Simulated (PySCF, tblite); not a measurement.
**C5H10BNO2: infrared bands, NMR shifts and electronic excitations in gas and solvents**

Aim: compute the infrared bands, NMR shifts and electronic excitations of C5H10BNO2 (`C/N=C\[C@@H]1CCOBO1`), and see what a dielectric continuum does where one was used.

Programs: tblite 0.8.0 and PySCF 2.14.0, with density-fitted response routines of our own. Each step states its level of theory. These are calculated values for one molecule, in the gas phase or a continuum, unless marked as measured. Atoms are numbered from 0 throughout.

## (1) The molecule as given

19 atoms, charge 0, multiplicity 1; geometry from: force field or distance geometry start.

Bonds of the start (Å): C0–N1 1.42, N1–C2 1.25, C2–C3 1.45, C3–C4 1.53, C4–C5 1.49, C5–O6 1.40, O6–B7 1.48, B7–O8 1.46, O8–C3 1.41, C0–H9 1.12, C0–H10 1.09, C0–H11 1.12, C2–H12 1.11, C3–H13 1.10, C4–H14 1.10, C4–H15 1.11, C5–H16 1.11, C5–H17 1.13, B7–H18 1.18.

## (2) Optimising the geometry with GFN2-xTB

Job settings and geometry (Å):

```
{"job": {"kind": "relax", "xc": "GFN2-xTB", "basis": "xTB"}, "charge": 0, "multiplicity": 1}
C      2.915700     0.473000     0.047800
N      1.872900     1.121500    -0.671600
C      0.675500     0.812800    -0.485800
C      0.164600    -0.192900     0.427100
C     -0.860500    -1.030400    -0.343300
C     -2.237600    -0.959500     0.230900
O     -2.689000     0.344100     0.438700
B     -1.661800     1.097300     1.188900
O     -0.435500     0.398400     1.558100
H      3.145600     1.033400     0.986500
H      2.806500    -0.598300     0.228700
H      3.834900     0.577700    -0.577200
H     -0.078800     1.374100    -1.081100
H      0.887100    -0.910100     0.831900
H     -0.536600    -2.081500    -0.299600
H     -0.846400    -0.723600    -1.406400
H     -2.941300    -1.424700    -0.485100
H     -2.304900    -1.571500     1.176600
H     -1.720100     2.269600     1.257700
```

The run is started by

```sh
> OMP_NUM_THREADS=1 python probes_run.py task.json out
```

This one command runs all jobs of the session in turn.

Output:

```text
step      E/eV     max force
  0    -765.07061    3.866
  1    -765.54043    1.936
  2    -765.67472    1.107
  3    -765.72608    0.670
  4    -765.78254    0.810
  5    -765.82776    0.783
  6    -765.89201    0.417
  7    -765.91055    0.357
  8    -765.94819    0.371
  9    -765.96472    0.343
 10    -765.97871    0.263
 11    -765.98910    0.317
 12    -766.00439    0.310
 13    -766.02057    0.316
 14    -766.03307    0.231
 15    -766.04177    0.243
 16    -766.05063    0.238
 17    -766.05935    0.216
 18    -766.06723    0.192
 19    -766.07414    0.191
 20    -766.08092    0.222
 21    -766.08784    0.211
 22    -766.09386    0.183
 23    -766.09799    0.132
 24    -766.10099    0.144
 25    -766.10420    0.154
 26    -766.10807    0.168
 27    -766.11220    0.207
 28    -766.11640    0.182
 29    -766.12137    0.170
 30    -766.12777    0.245
 31    -766.13499    0.260
 32    -766.14124    0.222
 33    -766.14637    0.181
 34    -766.15034    0.186
 35    -766.15572    0.186
 36    -766.16125    0.202
 37    -766.16606    0.172
 38    -766.16961    0.157
 39    -766.17334    0.148
 40    -766.17730    0.200
 41    -766.18264    0.178
 42    -766.18637    0.191
 43    -766.19117    0.200
 44    -766.19669    0.192
 45    -766.20318    0.221
 46    -766.20851    0.253
 47    -766.21548    0.192
 48    -766.22349    0.214
 49    -766.23310    0.279
 50    -766.24129    0.220
 51    -766.24929    0.219
 52    -766.25857    0.267
 53    -766.26125    0.461
 54    -766.27654    0.275
 55    -766.28427    0.238
 56    -766.29314    0.187
 57    -766.29890    0.220
 58    -766.30425    0.183
 59    -766.30822    0.174
 60    -766.31107    0.166
 61    -766.31435    0.140
 62    -766.31712    0.149
 63    -766.31976    0.095
 64    -766.32166    0.110
 65    -766.32380    0.113
 66    -766.32542    0.083
 67    -766.32695    0.087
 68    -766.32849    0.085
 69    -766.33003    0.090
 70    -766.33110    0.066
 71    -766.33178    0.047
 72    -766.33230    0.047
 73    -766.33280    0.054
 74    -766.33322    0.043
 75    -766.33352    0.031
 76    -766.33376    0.034
 77    -766.33400    0.038
 78    -766.33422    0.034
 79    -766.33438    0.028
 80    -766.33450    0.024
 81    -766.33460    0.025
 82    -766.33471    0.024
 83    -766.33484    0.022
 84    -766.33498    0.029
 85    -766.33517    0.033
 86    -766.33539    0.038
 87    -766.33562    0.037
 88    -766.33582    0.032
 89    -766.33601    0.028
 90    -766.33619    0.028
 91    -766.33639    0.044
 92    -766.33664    0.057
 93    -766.33698    0.062
 94    -766.33747    0.066
 95    -766.33809    0.061
 96    -766.33870    0.051
 97    -766.33923    0.047
 98    -766.33969    0.040
 99    -766.34009    0.051
100    -766.34040    0.044
101    -766.34072    0.044
102    -766.34116    0.055
103    -766.34185    0.089
104    -766.34279    0.113
105    -766.34384    0.110
106    -766.34465    0.136
107    -766.34627    0.132
108    -766.34841    0.144
109    -766.35354    0.283
110    -766.35663    0.185
111    -766.36062    0.116
112    -766.36218    0.318
113    -766.36471    0.119
114    -766.36608    0.098
115    -766.36871    0.162
116    -766.37049    0.183
117    -766.37360    0.169
118    -766.37557    0.297
119    -766.37726    0.144
120    -766.37958    0.125
121    -766.38126    0.145
122    -766.38358    0.199
123    -766.38596    0.157
124    -766.38732    0.160
125    -766.38936    0.098
126    -766.39089    0.135
127    -766.39203    0.114
128    -766.39314    0.111
129    -766.39401    0.076
130    -766.39569    0.096
131    -766.39680    0.059
132    -766.39748    0.077
133    -766.39788    0.058
134    -766.39817    0.071
135    -766.39854    0.032
136    -766.39882    0.032
137    -766.39901    0.028
138    -766.39911    0.015
139    -766.39917    0.016
140    -766.39921    0.013
141    -766.39923    0.011
142    -766.39926    0.011
143    -766.39928    0.012
144    -766.39930    0.012
145    -766.39931    0.010
```

Run time: 1.7 s. Hardware: 1 thread of Arm Neoverse N1, shared host; peak memory 0.18 GiB.

The steps of the relaxation: (not every step is listed)

| step | energy from step 0 (eV) | largest force (eV/Å) |
| --- | --- | --- |
| 0 | 0.0000 | 3.8664 |
| 1 | -0.4698 | 1.9363 |
| 2 | -0.6041 | 1.1067 |
| 3 | -0.6555 | 0.6702 |
| 4 | -0.7119 | 0.8102 |
| 5 | -0.7572 | 0.7832 |
| 6 | -0.8214 | 0.4174 |
| 7 | -0.8399 | 0.3567 |
| 8 | -0.8776 | 0.3715 |
| 21 | -1.0172 | 0.2109 |
| 34 | -1.0797 | 0.1864 |
| 47 | -1.1449 | 0.1916 |
| 60 | -1.2405 | 0.1661 |
| 73 | -1.2622 | 0.0542 |
| 86 | -1.2648 | 0.0375 |
| 99 | -1.2695 | 0.0506 |
| 112 | -1.2916 | 0.3185 |
| 125 | -1.3188 | 0.0984 |
| 138 | -1.3285 | 0.0149 |
| 140 | -1.3286 | 0.0131 |
| 141 | -1.3286 | 0.0114 |
| 142 | -1.3287 | 0.0112 |
| 143 | -1.3287 | 0.0122 |
| 144 | -1.3287 | 0.0121 |
| 145 | -1.3287 | 0.0099 |

Distances of close pairs at the start and the end, largest changes first:

| bond | before (Å) | after (Å) | change (Å) |
| --- | --- | --- | --- |
| O6–B7 | 1.478 | 1.351 | -0.127 |
| B7–O8 | 1.459 | 1.351 | -0.108 |
| C2–C3 | 1.451 | 1.514 | +0.063 |
| C4–C5 | 1.494 | 1.528 | +0.034 |
| C5–H17 | 1.128 | 1.098 | -0.030 |
| C2–H12 | 1.113 | 1.085 | -0.028 |
| C0–H9 | 1.117 | 1.090 | -0.027 |
| C0–H11 | 1.116 | 1.091 | -0.025 |

The next job starts from the end point, and lists it.

## (3) Vibrational analysis with GFN2-xTB

Job settings and geometry (Å):

```
{"job": {"kind": "ir", "xc": "GFN2-xTB", "basis": "xTB"}, "charge": 0, "multiplicity": 1}
C      2.854613    -0.169769    -0.109088
N      2.179613     0.970928    -0.648323
C      0.982431     1.253580    -0.412225
C     -0.035324     0.520190     0.435875
C     -0.616239    -0.668879    -0.346828
C     -1.777515    -1.265651     0.447072
O     -2.724986    -0.281067     0.803154
B     -2.329526     1.002882     0.949124
O     -1.058100     1.431669     0.794154
H      3.868252     0.144285     0.141166
H      2.381623    -0.621386     0.768982
H      2.928478    -0.922709    -0.895487
H      0.592289     2.148151    -0.885878
H      0.432860     0.156115     1.363904
H      0.150016    -1.421711    -0.528661
H     -0.990158    -0.300484    -1.305202
H     -2.304156    -2.019899    -0.147479
H     -1.405788    -1.741658     1.364305
H     -3.138187     1.794662     1.234301
```

Output:

```text
mode    cm-1     km/mol
  1      58.0      0.53
  2      81.1      1.98
  3      99.5      1.78
  4     175.7      3.18
  5     221.4      0.26
  6     254.9      2.91
  7     331.3      3.73
  8     399.8      4.56
  9     443.9     21.31
 10     484.6      8.85
 11     519.9      0.25
 12     609.9     16.64
 13     708.8     13.87
 14     773.1     87.06
 15     833.6      3.44
 16     875.6      8.10
 17     897.4      0.70
 18     925.2      9.12
 19     996.7      7.07
 20    1002.7      5.73
 21    1019.5      2.07
 22    1063.6     43.40
 23    1077.1     26.57
 24    1093.5      3.90
 25    1106.8      6.81
 26    1131.7      3.24
 27    1170.5     80.88
 28    1178.3    155.55
 29    1199.9     39.78
 30    1234.3    198.99
 31    1243.5    128.68
 32    1280.7     34.11
 33    1316.1      1.49
 34    1322.3      8.43
 35    1337.9    127.22
 36    1387.3      3.66
 37    1454.9      1.42
 38    1463.0      4.78
 39    1476.0      9.97
 40    1478.1      3.12
 41    1760.0     97.74
 42    2676.7    156.21
 43    2848.0     33.12
 44    2891.4     45.11
 45    2926.1     62.80
 46    2934.0     39.12
 47    2981.6     30.21
 48    2984.0     15.18
 49    3006.6     36.11
 50    3007.8      9.28
 51    3027.3     26.04
```

It took 1.1 s on 1 thread of Arm Neoverse N1, shared host; peak memory 0.18 GiB.

Which atoms move in the most intense modes:

| cm⁻¹ | km/mol | atoms |
| --- | --- | --- |
| 773 | 87.1 | H18 67 %, B7 30 % |
| 1170 | 80.9 | H15 17 %, H17 13 %, H14 12 %, C5 11 % |
| 1178 | 155.6 | O6 22 %, O8 21 %, C3 14 %, C5 12 % |
| 1234 | 199.0 | H13 21 %, B7 21 %, H14 18 % |
| 1244 | 128.7 | H13 25 %, H17 22 %, C3 11 % |
| 1338 | 127.2 | H17 33 %, H16 24 %, C5 13 %, B7 11 % |
| 1760 | 97.7 | C2 52 %, N1 46 % |
| 2677 | 156.2 | H18 92 % |

## (4) Relaxing the molecule at PBE0-D3(BJ)/def2-SVP

Job settings and geometry (Å):

```
{"job": {"xc": "PBE0", "basis": "def2-SVP", "d3": "d3bj", "grid": 1, "shake": 0.01, "kind": "geom"}, "charge": 0, "multiplicity": 1}
C      2.875020    -0.195330    -0.104910
N      2.173940     0.966400    -0.650480
C      0.962230     1.251260    -0.420880
C     -0.002090     0.522450     0.432350
C     -0.619050    -0.675560    -0.357380
C     -1.781420    -1.260830     0.444690
O     -2.715410    -0.283070     0.803400
B     -2.314070     1.008330     0.944070
O     -1.059930     1.437070     0.813500
H      3.865560     0.141850     0.151190
H      2.372760    -0.624300     0.777810
H      2.934280    -0.921790    -0.888790
H      0.564010     2.158360    -0.895470
H      0.416170     0.158880     1.370910
H      0.145570    -1.432480    -0.528400
H     -0.990690    -0.286430    -1.297730
H     -2.302220    -2.008780    -0.149530
H     -1.415050    -1.735820     1.370130
H     -3.140340     1.786830     1.236590
```

Output:

```text
step   0  E = -425.86339397  max force = 0.038426
step   1  E = -425.87035400  max force = 0.007916
step   2  E = -425.87061003  max force = 0.003050
step   3  E = -425.87039270  max force = 0.008228
step   4  E = -425.87070737  max force = 0.003212
step   5  E = -425.87077136  max force = 0.000581
step   6  E = -425.87077035  max force = 0.001061
step   7  E = -425.87079482  max force = 0.000578
step   8  E = -425.87080830  max force = 0.000607
step   9  E = -425.87080886  max force = 0.000331
optimisation converged
```

It took 4.3 min on 1 thread of Arm Neoverse N1, shared host; peak memory 0.73 GiB.

Along the way: (the energy doesn't fall at every step)

| step | energy from step 0 (eV) | largest force component (eV/Å) |
| --- | --- | --- |
| 0 | 0.0000 | 1.9759 |
| 1 | -0.1894 | 0.4071 |
| 2 | -0.1964 | 0.1568 |
| 3 | -0.1904 | 0.4231 |
| 4 | -0.1990 | 0.1652 |
| 5 | -0.2007 | 0.0299 |
| 6 | -0.2007 | 0.0546 |
| 7 | -0.2014 | 0.0297 |
| 8 | -0.2018 | 0.0312 |
| 9 | -0.2018 | 0.0170 |

Close pairs (by a distance rule), those that changed most:

| bond | before (Å) | after (Å) | change (Å) |
| --- | --- | --- | --- |
| C3–C4 | 1.562 | 1.525 | -0.037 |
| C3–O8 | 1.449 | 1.415 | -0.035 |
| C0–H11 | 1.070 | 1.103 | +0.033 |
| C2–C3 | 1.480 | 1.512 | +0.032 |
| B7–H18 | 1.172 | 1.204 | +0.032 |
| B7–O8 | 1.332 | 1.361 | +0.029 |
| C0–N1 | 1.462 | 1.436 | -0.027 |
| C0–H9 | 1.077 | 1.101 | +0.024 |

The next job starts from the end point, and lists it.

| at the end point | value |
| --- | --- |
| point group (found at 0.08 Å tolerance) | C1 |
| rotational constants (GHz, main isotopes) | 3.806, 1.013, 0.859 |
| dipole moment (D) | 3.25 |

## (5) Shielding tensors: PBE0/pcSseg-1

Job settings and geometry (Å):

```
{"job": {"kind": "nmr", "xc": "PBE0", "basis": "pcSseg-1"}, "charge": 0, "multiplicity": 1}
C      3.378780    -0.387599    -0.814386
N      2.706405     0.788438    -1.290074
C      1.513384     1.048723    -0.963697
C      0.575354     0.246811    -0.090136
C     -0.063999    -0.911988    -0.848398
C     -1.124525    -1.565013     0.017086
O     -2.043860    -0.618068     0.515858
B     -1.673459     0.678486     0.673039
O     -0.421123     1.129657     0.388978
H      4.390699    -0.112100    -0.478142
H      2.880591    -0.941873     0.003714
H      3.518005    -1.084386    -1.658160
H      1.052219     1.965924    -1.367813
H      1.127974    -0.152906     0.780378
H      0.700292    -1.646860    -1.143022
H     -0.519877    -0.524643    -1.775418
H     -1.690735    -2.316354    -0.554919
H     -0.653742    -2.089966     0.867810
H     -2.487683     1.466867     1.080848
```

Level: GIAO PBE0/pcSseg-1 NMR shielding, non-relativistic, gas phase.

Output:

```text
coarse grid: 15952 points
cycle   1  E = -425.9282393160  dE =  1.318e+00  |g| = 7.946e-01  |ddm| = 3.815e+00
cycle   2  E = -425.8040579405  dE =  1.242e-01  |g| = 1.155e+00  |ddm| = 1.417e+00
cycle   3  E = -426.0434087370  dE = -2.394e-01  |g| = 1.201e-01  |ddm| = 8.848e-01
cycle   4  E = -426.0454502476  dE = -2.042e-03  |g| = 7.368e-02  |ddm| = 1.266e-01
cycle   5  E = -426.0465638467  dE = -1.114e-03  |g| = 1.643e-02  |ddm| = 6.676e-02
cycle   6  E = -426.0466175772  dE = -5.373e-05  |g| = 4.857e-03  |ddm| = 1.631e-02
cycle   7  E = -426.0466227968  dE = -5.220e-06  |g| = 5.171e-04  |ddm| = 4.143e-03
final grid: 154376 points
cycle   8  E = -426.1189516258  dE = -4.980e-05  |g| = 1.164e-02  |ddm| = 3.140e-02
cycle   9  E = -426.1189292898  dE =  2.234e-05  |g| = 1.624e-02  |ddm| = 1.830e-02
cycle  10  E = -426.1189780666  dE = -4.878e-05  |g| = 1.369e-03  |ddm| = 1.072e-02
cycle  11  E = -426.1189784684  dE = -4.018e-07  |g| = 3.779e-04  |ddm| = 1.390e-03
cycle  12  E = -426.1189784908  dE = -2.239e-08  |g| = 1.949e-04  |ddm| = 4.332e-04
cycle  13  E = -426.1189784987  dE = -7.956e-09  |g| = 4.132e-05  |ddm| = 1.797e-04
cycle  14  E = -426.1189784991  dE = -3.650e-10  |g| = 9.536e-06  |ddm| = 3.731e-05
converged SCF energy = -426.1189784991

GIAO shielding tensors (ppm)
atom      isotropic    diamagn.    paramagn.     s11        s22        s33       span
  0 C      143.207     249.035    -105.828    122.834    133.909    172.878     50.044
  1 N     -110.462     324.490    -434.953   -477.650   -128.603    274.866    752.516
  2 C       10.742     252.828    -242.086    -92.586     29.935     94.877    187.462
  3 C      118.127     248.775    -130.648    106.659    110.107    137.615     30.956
  4 C      154.064     254.424    -100.361    147.311    155.572    159.308     11.998
  5 C      122.746     244.864    -122.119    104.998    106.900    156.339     51.341
  6 O      204.869     393.527    -188.658     73.635    196.462    344.509    270.873
  7 B       76.681     198.371    -121.690     61.045     73.437     95.561     34.516
  8 O      192.441     395.330    -202.889     73.074    186.331    317.920    244.846
  9 H       27.600      27.199       0.402     24.412     25.928     32.462      8.050
 10 H       28.169      32.390      -4.221     24.062     29.916     30.530      6.468
 11 H       27.897      28.706      -0.809     25.340     26.443     31.909      6.569
 12 H       23.563      29.669      -6.105     21.586     21.715     27.390      5.804
 13 H       26.483      33.034      -6.551     22.241     25.281     31.926      9.685
 14 H       29.795      33.109      -3.314     25.425     28.847     35.113      9.688
 15 H       29.810      32.605      -2.796     26.227     28.690     34.512      8.285
 16 H       27.300      28.359      -1.059     22.695     26.655     32.551      9.856
 17 H       27.303      30.180      -2.878     23.007     26.469     32.434      9.427
 18 H       27.062      29.526      -2.464     23.770     26.183     31.234      7.464
```

Run time: 81 s. Hardware: 1 thread of Arm Neoverse N1, shared host; peak memory 0.94 GiB.

Shifts follow as δ = σ(reference) − σ, with reference shieldings (ppm) from runs at the same level and on the same kind of geometry: 1H TMS 31.27, 13C TMS 184.4, 15N NH3 265.7, 17O H2O 334.6, 11B BF3·OEt2 100.7. The references are single molecules in the gas phase, so shifts against H2O, NH3, PH3, H3PO4 or CFCl3 are not on the usual liquid scales and can be off by tens of ppm. Atoms listed in one row are averaged.

| atoms | environment | σ (ppm) | δ (ppm) | δ scaled to CDCl3 |
| --- | --- | --- | --- | --- |
| C2 | C=N carbon | 10.7 | 173.7 | 168.1 |
| C3 | sp3 CH bonded to O | 118.1 | 66.3 | 63.9 |
| C5 | sp3 CH2 bonded to O | 122.7 | 61.7 | 59.4 |
| C0 | methyl carbon bonded to N | 143.2 | 41.2 | 39.5 |
| C4 | sp3 CH2 in a ring | 154.1 | 30.3 | 29.0 |
| H12 | hydrogen on a C=N carbon | 23.56 | 7.70 | 7.52 |
| H13 | hydrogen on an sp3 CH bonded to O | 26.48 | 4.78 | 4.75 |
| H18 | hydrogen on a boron bonded to 2 O, in a 6-membered ring | 27.06 | 4.20 | – |
| H16 | hydrogen on an sp3 CH2 bonded to O | 27.30 | 3.97 | 3.98 |
| H17 | hydrogen on an sp3 CH2 bonded to O | 27.30 | 3.96 | 3.97 |
| H9, H10, H11 | hydrogen on a methyl carbon bonded to N | 27.89 | 3.38 | 3.42 |
| H14 | hydrogen on an sp3 CH2 in a ring | 29.80 | 1.47 | 1.61 |
| H15 | hydrogen on an sp3 CH2 in a ring | 29.81 | 1.46 | 1.60 |
| N1 | imine nitrogen | -110.5 | 376.1 | – |
| O8 | oxygen bonded to C, B, in a 6-membered ring | 192.4 | 142.1 | – |
| O6 | oxygen bonded to C, B, in a 6-membered ring | 204.9 | 129.7 | – |
| B7 | boron bonded to 2 O, H, in a 6-membered ring | 76.7 | 24.0 | – |

The scaled column applies a straight-line fit of computed shieldings to shifts measured in CDCl3 (root-mean-square error 0.21 ppm for H, 2.0 ppm for C).

The run also stored atomic charges by several schemes (e):

| atoms | Mulliken | IAO | Hirshfeld | ESP fit |
| --- | --- | --- | --- | --- |
| C0 | -0.14 | -0.31 | -0.07 | 0.14 |
| N1 | -0.41 | -0.26 | -0.15 | -0.53 |
| C2 | 0.12 | 0.02 | 0.04 | 0.05 |
| C3 | 0.00 | 0.05 | 0.04 | 0.78 |
| C4 | -0.28 | -0.29 | -0.08 | -0.42 |
| C5 | 0.10 | -0.05 | 0.01 | 0.26 |
| O6 | -0.50 | -0.40 | -0.18 | -0.55 |
| B7 | 0.50 | 0.35 | 0.21 | 0.69 |
| O8 | -0.51 | -0.40 | -0.17 | -0.72 |

Mayer bond orders: C0–N1 0.99, N1–C2 1.98, C2–C3 0.97, C3–C4 1.00, C4–C5 1.05, C5–O6 0.88, O6–B7 1.17, B7–O8 1.15, O8–C3 0.83.

Ring of atoms C3, C4, C5, O6, B7, O8: NICS(0) -1.7, NICS(1) -1.5, NICS(1)zz 1.0 ppm (means of both faces).

The fields below are evaluated on a grid from the run's orbitals.

Frontier orbitals at PBE0/pcSseg-1, with the share of their density that lies nearest to each atom:

| orbital | energy (eV) | lies on |
| --- | --- | --- |
| HOMO | -7.15 | N1 58 %; C3 8 %; H10, H12 about 7 % each |
| LUMO | -0.31 | C2 33 %; N1 33 %; H12 8 % |

ELF in a plane through or near 7 of the atoms.

Ten even steps from ' ' (0.00) to '@' (1.00):
```
                                                        
                                                        
                                                        
                                        ****::          
                ........    ..++++..  ++@@@@@@**        
              ----------..  --%%%%==..%%@@@@@@@@..      
            ..++****##**==..--##--##--**@@@@@@%%..      
              ==****##**##++++##==%%::++**%%++::        
        ----::--**++====%%--..##**++..----..            
      ==@@@@%%==**++..  ==::::++  ..**%%##++::          
      ::##%%%%++..**--  ::++##**..::**----%%**..        
        ..::++****##**    ::--==**--**######++..        
          ..****++++==  ::++----**..::--::--..          
          ..====....    ++**::..++++++==                
                        ::::    --======::              
                                  ..::::..              
                                                        
                                                        
                                                        
                                                        
```
The map spans 12.6 Å across and 9.4 Å up, centred on the molecule. Atoms in the plane (x, y in Å): C0 (-2.8, -0.2), C3 (0.1, 0.5), C5 (1.8, -1.2), O6 (2.8, -0.2), B7 (2.4, 1.1), O8 (1.1, 1.5), H18 (3.3, 1.9).

log10 of the density (e/Å³) in the same plane.

Ten even steps from ' ' (-4.0) to '@' (1.2):
```
                                                        
                                                        
                    ..................::::::....        
              ....::::::::::::----------------::..      
            ::----============++++++==++++++==--::      
          ::--====++++++++++++**##******##**++==::..    
      ..::--==++************##%%@@%%########++==::..    
      ::--==++**##############%%@@%%%%@@##**++==::..    
    ..--==++****##########%%%%%%######%%##**==--::      
    ..--++**##%%%%##****##%%%%##****##%%%%**++--::      
    ..--++**##@@%%##**++**######****##@@@@##++==::      
    ..--==++**######**++++****######%%%%%%**++--..      
    ..::--++********++==++******##@@%%##**++==::        
      ..--==++++++======++++++**######**++==--..        
        ..::--------::--========++****++==--..          
          ....::::::..::::------==++++====::..          
                        ......::::------::..            
                                ....::....              
                                                        
                                                        
```
The map spans 12.6 Å across and 9.4 Å up, centred on the molecule. Atoms in the plane (x, y in Å): C0 (-2.8, -0.2), C3 (0.1, 0.5), C5 (1.8, -1.2), O6 (2.8, -0.2), B7 (2.4, 1.1), O8 (1.1, 1.5), H18 (3.3, 1.9).

On the surface of density 0.002 e/bohr³ the electrostatic potential runs, from the 1st to the 99th percentile, from -1.62 V near N1 to 1.24 V near H14.

(Part 1 of 2 ends here.)
